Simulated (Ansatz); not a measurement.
Predict the output of the script below (the Python package of Ansatz (0.2.0)).

The script, `lute2.py`:
```python
"""Density difference of LuTe2 against its sublattices."""

import warnings

import ansatz as az
import numpy as np

FUNCTIONAL = "pbesol"
VDW = "d3bjatm"
FILLING = "Marzari-Vanderbilt"
SMEARING_WIDTH = 0.1
ECUT = 460
KGRID = (5, 5, 3)

vectors0 = np.array([
    [4.415898, 0.0, 0.0],
    [0.0, 4.415898, 0.0],
    [0.0, 0.0, 8.715548],
])
sites = [
    ("Lu", (0.0, 0.5, 0.270844)),
    ("Lu", (0.5, 0.0, 0.729156)),
    ("Te", (0.5, 0.5, 0.0)),
    ("Te", (0.0, 0.0, 0.0)),
    ("Te", (0.0, 0.5, 0.627608)),
    ("Te", (0.5, 0.0, 0.372392)),
]


def build(cell):
    crystal = az.Crystal(lattice=az.Lattice.of(cell))
    for symbol, position in sites:
        crystal = crystal.atom(symbol, position)
    return crystal

warnings.simplefilter("ignore", az.DeckWarning)

# one cutoff and one grid for all runs, so that the fields can be subtracted
def solve(crystal):
    return (
        crystal.calculation()
        .functional(FUNCTIONAL, dispersion=VDW)
        .occupations(FILLING, width=SMEARING_WIDTH)
        .basis(ECUT, grid_basis="typed")
        .kpoints(*KGRID)
        .density()
        .run(threads=1)
    )


whole = solve(build(vectors0))
difference = whole.density().channels[0].density_e_per_ang3.copy()
binding = whole.report["free_energy_ev"]
for element in ["Lu", "Te"]:
    part = az.Crystal(lattice=az.Lattice.of(vectors0))
    for symbol, position in sites:
        if symbol == element:
            part = part.atom(symbol, position)
    alone = solve(part)
    difference -= alone.density().channels[0].density_e_per_ang3
    binding -= alone.report["free_energy_ev"]
    print(f"{element} sublattice: {alone.report['n_electrons']:g} electrons, {alone.report['n_iterations']} iterations")

voxel = abs(np.linalg.det(vectors0)) / difference.size
print(f"energy of the crystal less its unpolarised sublattices: {binding / len(sites):.4f} eV/atom")
print(f"net charge of the difference {difference.sum() * voxel:.5f} e, charge rearranged {0.5 * np.abs(difference).sum() * voxel:.3f} e")
print(f"extremes {difference.min():.4f} and {difference.max():.4f} e/A^3")
for (symbol, position) in sites:
    index = tuple(int(round(p * n)) % n for p, n in zip(position, difference.shape))
    print(f"  change of the pseudo-density at the grid point nearest {symbol}: {difference[index]:+.4f} e/A^3")
```

```console
$ python lute2.py
Lu sublattice: 50 electrons, 8 iterations
Te sublattice: 64 electrons, 7 iterations
energy of the crystal less its unpolarised sublattices: -2.5309 eV/atom
net charge of the difference 0.00000 e, charge rearranged 1.243 e
extremes -0.1264 and 0.1052 e/A^3
  change of the pseudo-density at the grid point nearest Lu: -0.1264 e/A^3
  change of the pseudo-density at the grid point nearest Lu: -0.1264 e/A^3
  change of the pseudo-density at the grid point nearest Te: +0.0034 e/A^3
  change of the pseudo-density at the grid point nearest Te: +0.0034 e/A^3
  change of the pseudo-density at the grid point nearest Te: +0.0181 e/A^3
  change of the pseudo-density at the grid point nearest Te: +0.0181 e/A^3
```

Caveats:
- Dispersion corrections can be off by several per cent in the lattices of metals, and by several GPa in the pressure at a fixed cell.
- For a metal this k-point mesh is coarse: on a finer one energies can move by several to tens of meV an atom and pressures by half a GPa or more, differences at one mesh by less.
- The fields are valence quantities on the plane-wave grid; their values near the nuclei depend on the potentials.
- The structure comes from a database of computed cells and needn't be a stable or known phase.
- Charge moved counts every rearrangement, bonding and polarisation too, and is no transfer between atoms; the bare sublattices are artificial references. Values near the nuclei depend on the potentials.
- It ran for 17 s on 1 thread of Arm Neoverse V1, with other jobs on the host, peak memory 0.53 GiB.
